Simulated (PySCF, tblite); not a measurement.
# C5H2NO radical: geometry, infrared bands and EPR parameters

What infrared bands and EPR parameters should C5H2NO radical (`[C]#Cc1cnco1`) show?

The runs use tblite 0.8.0 and PySCF 2.14.0, with density-fitted response routines of our own; the level of theory stands in each step. All values are computed, except where a source is named. Atoms count from 0, in the outputs and in this text.

### Step 1. Starting geometry

9 atoms, charge 0, multiplicity 2; geometry from: force field or distance geometry start.

Bonds of the start (Å): C0–C1 1.22, C1–C2 1.43, C2–C3 1.40, C3–N4 1.36, N4–C5 1.37, C5–O6 1.31, O6–C2 1.30, C3–H7 1.10, C5–H8 1.09.

### Step 2. Relaxing the molecule with GFN2-xTB

What the job is given:

```
{"job": {"kind": "relax", "xc": "GFN2-xTB", "basis": "xTB"}, "charge": 0, "multiplicity": 2}
C      3.203800    -0.351900     0.096900
C      1.992800    -0.249900     0.048200
C      0.566500    -0.140700    -0.011200
C     -0.200900     0.950100     0.420700
N     -1.505500     0.635800     0.176300
C     -1.519900    -0.596200    -0.418400
O     -0.276100    -0.994700    -0.499900
H      0.177800     1.868500     0.902600
H     -2.425100    -1.115100    -0.740400
```

The run is started by

```sh
$ OMP_NUM_THREADS=1 python probes_run.py task.json out
```

The driver reads the jobs from task.json and runs them one after another.

**Question.** This job is followed by: GFN2-xTB harmonic vibrations, gas phase; UKS B3LYP, pcH-1 on C H N O, non-relativistic, mean-field spin-orbit, GIAO. Predict these results of the whole session: strongest single infrared mode (GFN2-xTB); zero-point energy (GFN2-xTB); g(iso) (B3LYP); ⟨S²⟩; largest a(iso); surface potential, 1st and 99th percentile.

**Answer**, as computed:

| quantity | value |
| --- | --- |
| strongest single infrared mode (GFN2-xTB) | 2020 cm⁻¹, 647 km/mol |
| zero-point energy (GFN2-xTB) | 33.8 kcal/mol |
| g(iso) (B3LYP) | 2.00339 |
| ⟨S²⟩ | 0.776 (exact 0.75) |
| largest a(iso) | 13C on C0, 186.4 MHz |
| surface potential, 1st and 99th percentile | -1.68 V and 2.09 V |

**Reading.** Relaxing lowered the energy by 0.474 eV in 35 steps; the close pair that moved most is N4–C5, from 1.368 to 1.298 Å. No mode is imaginary among the 21: a minimum at this level. The strongest single mode, at 2020 cm⁻¹, moves mainly C1 and C0. Unscaled tight-binding wavenumbers are off by several per cent, some by more. Its intensities can rank the bands wrongly. The largest share of the spin, 0.47 e, sits on C0. The isotropic g lies 1.1 ppt above the free-electron value.
